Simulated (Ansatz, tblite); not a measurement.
# Ga3AsP2 with GFN2-xTB from a Python script

These are simulated results from tblite 0.8.0, not measurements. The cell was built from a prototype and was relaxed with r2SCAN in plane waves (Ansatz 0.2.0). It may be hypothetical. All runs are without spin polarisation.

The symmetry is P3m1 (No. 156, trigonal); conventional cell a = 3.906 Å, c = 9.562 Å, 21.06 Å³ an atom. Around P lie 4 Ga at 2.36–2.38 Å; around As lie 4 Ga at 2.41–2.45 Å; around Ga lie 4 P at 2.36–2.38 Å; around Ga lie 3 P at 2.38 Å and 1 As at 2.45 Å; around Ga lie 1 P at 2.36 Å and 3 As at 2.41 Å.

tblite solves periodic systems at the zone centre alone, so the script builds a cluster of 3×3×1 conventional cells (54 atoms), which folds in a coarse mesh of k points.

Input script:

```python
import json
from ase import Atoms
from ase.build import make_supercell
from ase.units import Bohr, GPa, Hartree
from tblite.interface import Calculator

atoms = Atoms(['P', 'P', 'As', 'Ga', 'Ga', 'Ga'],
              cell=[[3.90596373, 0.0, 0.0], [-1.95298186, 3.38266381, 0.0], [0.0, 0.0, 9.56217958]],
              scaled_positions=[[0.0, 0.0, 0.003060282], [0.333333333, 0.666666667, 0.33052339], [0.666666667, 0.333333333, 0.66634226], [0.333333333, 0.666666667, 0.08324998], [0.666666667, 0.333333333, 0.410340251], [0.0, 0.0, 0.756483837]],
              pbc=True)
cluster = make_supercell(atoms, [[3, 0, 0], [0, 3, 0], [0, 0, 1]])
calc = Calculator('GFN2-xTB', cluster.numbers, cluster.positions / Bohr, lattice=cluster.cell[:] / Bohr, periodic=cluster.pbc)
calc.set('temperature', 0.02 / Hartree)
calc.set('max-iter', 150)
res = calc.singlepoint()
levels = res.get('orbital-energies') * Hartree
nv = round(res.get('orbital-occupations').sum() / 2)
cells = len(cluster) // len(atoms)
out = {'energy_per_cell': res.get('energy') * Hartree / cells, 'homo': levels[nv - 1], 'lumo': levels[nv],
       'stress': (-res.get('virial') * Hartree / cluster.get_volume() / GPa).tolist(), 'charges': res.get('charges')[:len(atoms)].tolist(), 'electrons': 2 * nv / cells}
json.dump(out, open('results.json', 'w'))
for key, value in out.items():
    print(key, value)
```

Command: `python run.py`. It took 6.1 s on 1 thread of Intel(R) Xeon(R) 6975P-C (Granite Rapids) (shared host), peak memory 0.12 GiB.

Output:

```
------------------------------------------------------------
  cycle        total energy    energy error   density error
------------------------------------------------------------
      1     -97.30910318990  -9.7752413E+01   2.9284271E-01
      2     -99.84691845747  -2.5378153E+00   2.5759949E-01
      3     -100.1022640088  -2.5534555E-01   1.7078310E-01
      4     -100.0837242750   1.8539734E-02   1.4782484E-01
      5     -100.1419506905  -5.8226415E-02   8.9162110E-02
      6     -100.1461684281  -4.2177376E-03   9.0097990E-02
      7     -100.1381476591   8.0207690E-03   5.8265204E-02
      8     -100.1336119206   4.5357384E-03   3.7383389E-02
      9     -100.1321234460   1.4884746E-03   3.3806626E-02
     10     -100.1360910727  -3.9676267E-03   1.7627852E-02
     11     -100.1371031220  -1.0120493E-03   7.1346673E-03
     12     -100.1371260233  -2.2901327E-05   4.2634408E-03
     13     -100.1372075671  -8.1543718E-05   2.2511450E-03
     14     -100.1372146814  -7.1143519E-06   1.0551338E-03
     15     -100.1372186991  -4.0177428E-06   7.1610371E-04
     16     -100.1372215243  -2.8251863E-06   1.2639815E-04
     17     -100.1372215852  -6.0914218E-08   6.8516610E-05
     18     -100.1372216001  -1.4824650E-08   6.7431498E-05
     19     -100.1372215985   1.5489263E-09   4.3647452E-05
     20     -100.1372215992  -6.4314065E-10   3.9977845E-05
     21     -100.1372215976   1.5535591E-09   3.4187682E-05
     22     -100.1372216025  -4.8861750E-09   9.6546295E-06
------------------------------------------------------------

 total:                                   5.753 sec
energy_per_cell -302.7636213814647
homo -8.671190598675999
lumo -6.23904300951303
stress [[9.824620422165559, -1.1110785622449986e-05, -3.935276562346492e-07], [-1.1110785622490853e-05, 9.82460512114762, -3.31310631636676e-07], [-3.935276561812002e-07, -3.313106316423885e-07, 7.610646876030251]]
charges [-0.2296038667932483, -0.20736828422592343, 0.03945941586305657, 0.17343979377091812, 0.14789769211717452, 0.07620036010377812]
electrons 24.0
```

The cycle table is in hartree for the whole cluster, and the lines after it are in eV (the energy for one cell). The printed stress is in GPa and positive in compression, and the pressure is its mean diagonal.

GFN2-xTB gives a gap of 2.43 eV. On the same cell, plane-wave PBE (Ansatz, 12×12×4 k points and the special points) gives a gap of 1.22 eV and r2SCAN a gap of 1.63 eV; on shared hosts these took about 16 and 33 core-seconds on the 6-atom cell, against 6.1 for the script. Semilocal gaps usually lie below measured ones. xTB was fitted to molecules, so gaps, charges and pressures of solids can be far off, and the gap also depends on the size of the cluster.

The same script was run on cells scaled at fixed shape and fractional coordinates:

```json
{"volume (Å³/atom)": "18.53", "energy (meV/atom)": "240.3", "pressure (GPa, positive in compression)": "23.17", "gap (eV)": "2.95"}
{"volume (Å³/atom)": "19.79", "energy (meV/atom)": "92.1", "pressure (GPa, positive in compression)": "14.78", "gap (eV)": "2.82"}
{"volume (Å³/atom)": "21.06", "energy (meV/atom)": "0.0", "pressure (GPa, positive in compression)": "9.09", "gap (eV)": "2.43"}
{"volume (Å³/atom)": "22.32", "energy (meV/atom)": "-53.4", "pressure (GPa, positive in compression)": "4.76", "gap (eV)": "1.58"}
{"volume (Å³/atom)": "23.58", "energy (meV/atom)": "-77.5", "pressure (GPa, positive in compression)": "1.53", "gap (eV)": "0.71"}
```

The minimum lies beyond the largest of these volumes.

xTB was fitted mostly to molecules, and a small cluster samples few k points, so gaps, pressures and kinks along a curve can be far from a solid's.

The runs are scalar-relativistic, without spin-orbit coupling.
